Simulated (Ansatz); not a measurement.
SrTl3, space group Pm-3m: a convergence test of the plane-wave cutoff, run with the Python package of Ansatz (0.2.0).

`ecut_srtl3.py`:
```python
"""Convergence of SrTl3 with the plane-wave cutoff."""

import ansatz as az
import matplotlib.pyplot as plt

lattice = az.Lattice.of(
    (4.944187, 0.0, 0.0),
    (0.0, 4.944187, 0.0),
    (0.0, 0.0, 4.944187),
)
sites = [
    ("Sr", (0.0, 0.0, 0.0)),
    ("Tl", (0.0, 0.5, 0.5)),
    ("Tl", (0.5, 0.0, 0.5)),
    ("Tl", (0.5, 0.5, 0.0)),
]
xtal = az.Crystal(lattice=lattice)
for symbol, position in sites:
    xtal = xtal.atom(symbol, position)

calculation = xtal.calculation().functional("pbesol").kpoints(4, center="gamma").occupations("cold", width=0.1)

rows = []
for value in [250, 325, 400, 475, 550]:
    r = calculation.basis(value).run(threads=1).report
    rows.append((value, r["free_energy_ev"] / len(r["lattice"]["sites"]), r["n_iterations"], r["n_pw"]))

print(" cutoff (eV)   F/atom (eV)    iterations   plane waves")
for row in rows:
    print(f"{str(row[0]):>12s}  {row[1]:12.5f}  {row[2]:12d}  {row[3]:12d}")

# the last row is the reference
for row in rows[:-1]:
    shift = 1000 * (row[1] - rows[-1][1])
    print(f"{row[0]}: {shift:+.2f} meV/atom" + ("  (within 2 meV)" if abs(shift) < 2 else ""))
plt.figure(figsize=(4.5, 3))
plt.plot([str(row[0]) for row in rows], [1000 * (row[1] - rows[-1][1]) for row in rows], "o-")
plt.xlabel("cutoff (eV)")
plt.ylabel("F - F(last) (meV/atom)")
plt.tight_layout()
plt.savefig("ecut.png", dpi=100)
```

How fast does the energy converge with the cutoff (threshold 2 meV an atom)?

From 400 eV on it stays within 2 meV an atom of the value at 550 eV; the first row (250 eV) is off by 526.1 meV and the last but one by 0.11 meV. The energy falls steadily, as expected when plane waves are added.

The run itself:

`python ecut_srtl3.py` gives:
```text
DeckWarning: basis.ecutwfc = 250 eV is below the records' recommended 420 eV, and the density's cutoff is lower with it unless basis.ecutrho_ratio is high enough to keep the records' density cutoff: compare with a run at a higher cutoff
DeckWarning: basis.ecutwfc = 325 eV is below the records' recommended 420 eV, and the density's cutoff is lower with it unless basis.ecutrho_ratio is high enough to keep the records' density cutoff: compare with a run at a higher cutoff
DeckWarning: basis.ecutwfc = 400 eV is below the records' recommended 420 eV, and the density's cutoff is lower with it unless basis.ecutrho_ratio is high enough to keep the records' density cutoff: compare with a run at a higher cutoff
 cutoff (eV)   F/atom (eV)    iterations   plane waves
         250   -9344.58380             7          1045
         325   -9345.10053             7          1575
         400   -9345.10860             7          2205
         475   -9345.10979             7          2897
         550   -9345.10990             7          3575
250: +526.10 meV/atom
325: +9.37 meV/atom
400: +1.30 meV/atom  (within 2 meV)
475: +0.11 meV/atom  (within 2 meV)
```
(Warnings from the package without file and line.)

The mesh is modest for a metal, so energies can be off by several to tens of meV an atom and pressures by half a GPa or more; differences at equal mesh fare better. Spin-orbit coupling, which matters for elements this heavy, is left out. The structure comes from a database of computed cells and needn't be a stable or known phase. Shifts are counted from the last row, which is itself no proven limit. Hardware and time: 8.8 s on 1 thread of Intel(R) Xeon(R) Processor @ 2.30GHz, with other jobs on the host, peak memory 0.61 GiB.
